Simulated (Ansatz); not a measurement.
# KBaCeBiO6 (F-43m): the equilibrium volume

Aim: the volume at which the pressure of KBaCeBiO6 (F-43m) vanishes.

Computed with Ansatz 0.2.0 (DFT PBE+U (U_eff = 5 eV on Ce 4f), scalar-relativistic, plane waves, PAW, unless a step's input says otherwise).

### 1 The starting structure

It takes space group F-43m (No. 216, cubic). The conventional cell has a = 8.757 Å, b = 8.757 Å, c = 8.757 Å, α = 90.00°, β = 90.00°, γ = 90.00°. Ba (site symmetry -43m) has 12 O at 3.10 Å as nearest neighbours. Around Bi (site symmetry -43m) lie 6 O at 2.15 Å. Around Ce (site symmetry -43m) lie 6 O at 2.23 Å. K (site symmetry -43m) has 12 O at 3.10 Å as nearest neighbours. O (site symmetry 2mm) has 1 Bi at 2.15 Å and 1 Ce at 2.23 Å and 2 Ba at 3.10 Å and 2 K at 3.10 Å as nearest neighbours.

Coordinates:

```xyz
10
Lattice="0.0000 4.3785 4.3785 4.3785 0.0000 4.3785 4.3785 4.3785 0.0000" Properties=species:S:1:pos:R:3 pbc="T T T"
Ba    6.5677    6.5677    6.5677
Bi    0.0000    0.0000    0.0000
Ce    4.3785    4.3785    4.3785
K     2.1892    2.1892    2.1892
O     2.1484    4.3785    4.3785
O     6.6086    4.3785    4.3785
O     4.3785    2.1484    4.3785
O     4.3785    6.6086    4.3785
O     4.3785    4.3785    2.1484
O     4.3785    4.3785    6.6086
```

### 2 The first run (PBE+U, 4×4×4 mesh)

File input.yaml:

```yaml
crystal:
  lattice:
    - [0.0, 4.3784821, 4.3784821]
    - [4.3784821, 0.0, 4.3784821]
    - [4.3784821, 4.3784821, 0.0]
  atoms:
    - { symbol: Ba, position: [0.75, 0.75, 0.75] }
    - { symbol: Bi, position: [0.0, 0.0, 0.0] }
    - { symbol: Ce, position: [0.5, 0.5, 0.5] }
    - { symbol: K, position: [0.25, 0.25, 0.25] }
    - { symbol: O, position: [0.75466446, 0.24533554, 0.24533554] }
    - { symbol: O, position: [0.24533554, 0.75466446, 0.75466446] }
    - { symbol: O, position: [0.24533554, 0.75466446, 0.24533554] }
    - { symbol: O, position: [0.75466446, 0.24533554, 0.75466446] }
    - { symbol: O, position: [0.24533554, 0.24533554, 0.75466446] }
    - { symbol: O, position: [0.75466446, 0.75466446, 0.24533554] }
basis:
  ecutwfc: 420
kpoints:
  mp_grid: { grid: [4, 4, 4] }
hamiltonian:
  xc: pbe
  hubbard: { sites: [{ species: Ce, l: f, u_eff: 5.0 }] }
scf:
  occupations: { method: gaussian, width: 0.1 }
output:
  forces: true
  stress: true
  eigenvalues: true
```

Started as:

```
$ ansatz run input.yaml --threads 8 --pin off --max-ram 14336MiB --backend cpu --events-out ev --progress --plain --runs-dir out
```

Standard output (excerpt; [...] marks lines left out):

```text
Warning: RAYON_NUM_THREADS=8 ignored (pool sized by the plan → 8); use --threads N
Ba: projections on atomic orbitals take those of the free atom [Kr 4d10] 5s2 5p6 6s2, of charge +0.00 (hamiltonian.pseudopotentials.projection_atoms); the dataset's partial waves leave at most 9.7e-6 of an orbital's norm unspanned inside its sphere
Bi: projections on atomic orbitals take those of the free atom [Xe 4f14] 5d10 6s2 6p3, of charge +0.00 (hamiltonian.pseudopotentials.projection_atoms); the dataset's partial waves leave at most 4.7e-5 of an orbital's norm unspanned inside its sphere
Ce: projections on atomic orbitals take those of the free atom [Kr 4d10] 4f1 5s2 5p6 5d1 6s2, of charge +0.00 (hamiltonian.pseudopotentials.projection_atoms); the dataset's partial waves leave at most 1.4e-5 of an orbital's norm unspanned inside its sphere
K: projections on atomic orbitals take those of the free atom [Ne] 3s2 3p6 4s1, of charge +0.00 (hamiltonian.pseudopotentials.projection_atoms); the dataset's partial waves leave at most 2.3e-7 of an orbital's norm unspanned inside its sphere
O: projections on atomic orbitals take those of the free atom [He] 2s2 2p4, of charge +0.00 (hamiltonian.pseudopotentials.projection_atoms); the dataset's partial waves leave at most 1.9e-8 of an orbital's norm unspanned inside its sphere
[...]
Pseudopotentials: kind: paw
Pseudopotential: Ba, paw, valence charge 10, recommended cutoff 420 eV (normal), Ba.paw.azcp
[...]
Crystal: 10 atoms, lattice volume = 167.881 Å³
Basis set: ecut = 420 eV, 3287 PW (Γ), exchange–correlation on 90×90×90 points (8 copies of the dense FFT grid, shifted against one another)
Bands: 51, of which v1, the nominal top of the filled ones, is band 41 counted from 1 (40 counted from 0)
Symmetry: 24 space group operations
Space group: F-43m (ITA 216), of the structure as read, at distance tolerance 5.5e-5 Å
k-points: 8 of 64 (time reversal used)
[...]
SCF iter   1: F=—  HF=-29874.621502 eV  |F-HF|=—  |Δ(HF+E_count)|=         —  Δρ=1.10e-1  dr2=1.33e1  ethr=3.10e-3  ⟨swp⟩=9.4  Hψ=2183  notcnv=0  defer=3
[...]
SCF iter  11: F=-29869.092932 eV  HF=-29869.092932 eV  |F-HF|=8.08e-9  |Δ(HF+E_count)|=   1.04e-7  Δρ=2.32e-6  dr2=1.20e-8  ethr=1.22e-10  ⟨swp⟩=16.5  Hψ=2683  notcnv=0
[...]
SCF converged after 11 iterations
Free energy (F): -29869.092932 eV
[...]
E sigma→0 (E₀):  -29869.092932 eV
Fermi energy:    8.330903 eV
[...]
--- Forces (eV/Å), atoms counted from 1 ---
  atom   1  Ba     0.00000000    -0.00000000     0.00000000
  atom   2  Bi     0.00000000    -0.00000000     0.00000000
  atom   3  Ce    -0.00000000     0.00000000     0.00000000
  atom   4  K     -0.00000000     0.00000000    -0.00000000
  atom   5  O     -0.19296801     0.00000000     0.00000000
  atom   6  O      0.19296801    -0.00000000     0.00000000
  atom   7  O     -0.00000000    -0.19296801     0.00000000
  atom   8  O      0.00000000     0.19296801    -0.00000000
[...]
--- Stress (GPa, compression-positive) ---
       -1.772441      -0.000000      -0.000000
       -0.000000      -1.772441       0.000000
       -0.000000       0.000000      -1.772441
  P = ⅓ Tr σ = -1.7724 GPa (-17.724 kbar)
--- Band table (eV; the first three rows and the last of 8) ---
[...]
Occupation matrices written to <dir>
```

Wall time 2.4 s (8 threads of Arm Neoverse V1, shared host); peak memory 0.89 GiB.

This gives: volume 16.788 Å³/atom, pressure -1.77 GPa, gap on the mesh 1.38 eV.

[end of part 1 of 2]
